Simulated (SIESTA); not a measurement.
# TePt under changes of volume

One of the cells (22.721 Å³/atom); the others are scaled copies at fixed shape and fractional positions:

```
Pt Te
1.0
     4.29111    0.00000    0.00000
    -2.14556    3.71621    0.00000
     0.00000    0.00000    5.69927
Pt Te
2 2
Cartesian
  0.0000 0.0000 0.0000
  0.0000 0.0000 2.8496
  0.0000 2.4775 1.4248
  2.1456 1.2387 4.2745
```

Measurements of this composition are mostly on another form, of space group No. 166.

```yaml
Program: SIESTA 5.4.2
Functional: PBEsol
Potentials_or_basis: PseudoDojo 0.4 standard (PBEsol files)
Basis: DZP (energy shift 0.003 Ry; two zetas on semicore shells)
Grid_cutoff: 800 Ry
Energy_shift: 0.003 Ry
k_mesh: 7 × 7 × 5
Occupations: fermi-dirac, width 0.05 eV
Spin: no spin polarisation
```

```csv
volume (Å³/atom),energy over the lowest point (meV/atom),pressure (GPa)
20.939,?,?
21.385,3.62,3.0
21.830,0.00,-0.3
22.721,16.06,-5.2
23.167,33.42,-7.3
23.612,56.77,-9.2
```

Problem. What does the run at 20.939 Å³/atom give?

Solution. Energy over the lowest point 16.53 meV/atom; pressure 6.4 GPa.

Worked out: A Birch-Murnaghan fit of order 3 (a polynomial in V^(-2/3)) to the other rows has its minimum at 21.80 Å³/atom with B0 = V·E''(V) = 141 GPa and B' = 5.0 at fixed shape and positions, which overstates the stiffness. It gives 16.10 meV/atom at 20.939 Å³/atom, against the run's 16.53, and -dE/dV = 6.2 GPa, against 6.4.

Energies are extrapolated to zero smearing.

Caveats: short orbitals over semicore shells can move pressures by several GPa; the basis of atomic orbitals isn't converged, which shifts pressures, moduli and gaps.
